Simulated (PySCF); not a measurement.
# Towards the basis-set limit for CdF

One table from this session's results is given with a row withheld; the runs are named, their logs left out.

The runs use PySCF 2.14.0; CCSD(T) on ROHF, scalar-relativistic core potentials.

2 further runs of the same task are left out: 2 set aside as unsound or not needed.

The first run:

* molecule: CdF
* state: doublet, unpaired electrons σ ↑
* smaller basis: Cd aug-cc-pVDZ-PP with ECP28, F aug-cc-pVDZ
* larger basis: Cd aug-cc-pVTZ-PP with ECP28, F aug-cc-pVTZ
* frozen core orbitals: 5
* extrapolation: correlation as n⁻³ (n = 2, 3), Hartree–Fock as (n+1)·exp(−9√n)
* corrections: none
* distances (Å): 1.7492, 1.8287, 1.9082, 1.9878, 2.0673, 2.1667, 2.2660
* masses (u): 113.9034, 18.9984
* dissociation limit: Cd + F

Started as:

```sh
OMP_NUM_THREADS=4 python comp.py task.json out
```

Steps of the session up to this table: Coupled cluster at each distance.

One of the session's tables, all rows but one given; the rest of the session is left out.

It belongs to the step «Constants step by step». 

```
                   level  Re (Å)  ωe (cm⁻¹)  ωexe (cm⁻¹)  αe (cm⁻¹)  De (eV)
CCSD(T)/aug-cc-pVDZ(-PP)  1.9980      527.3         2.88    0.00189    2.393
CCSD(T)/aug-cc-pVTZ(-PP)       ?          ?            ?          ?        ?
                  HF/CBS  1.9848      544.2         2.72    0.00184    1.729
                 MP2/CBS  1.9749      537.7         2.62    0.00187    2.738
                CCSD/CBS  1.9779      538.6         2.71    0.00188    2.461
             CCSD(T)/CBS  1.9818      531.4         2.75    0.00190    2.539
```

Estimate the missing values for CCSD(T)/aug-cc-pVTZ(-PP).

**Answer.** Re (Å): 1.9851; ωe (cm⁻¹): 529.9; ωexe (cm⁻¹): 2.78; αe (cm⁻¹): 0.00191; De (eV): 2.490. In the column «Re (Å)» it lies between HF/CBS (1.9848) and CCSD(T)/aug-cc-pVDZ(-PP) (1.9980).

The outer-core shells of Cd are frozen, which can move the bond length by hundredths of an ångström. An extrapolation from double and triple zeta is rough, so this isn't yet the limit.
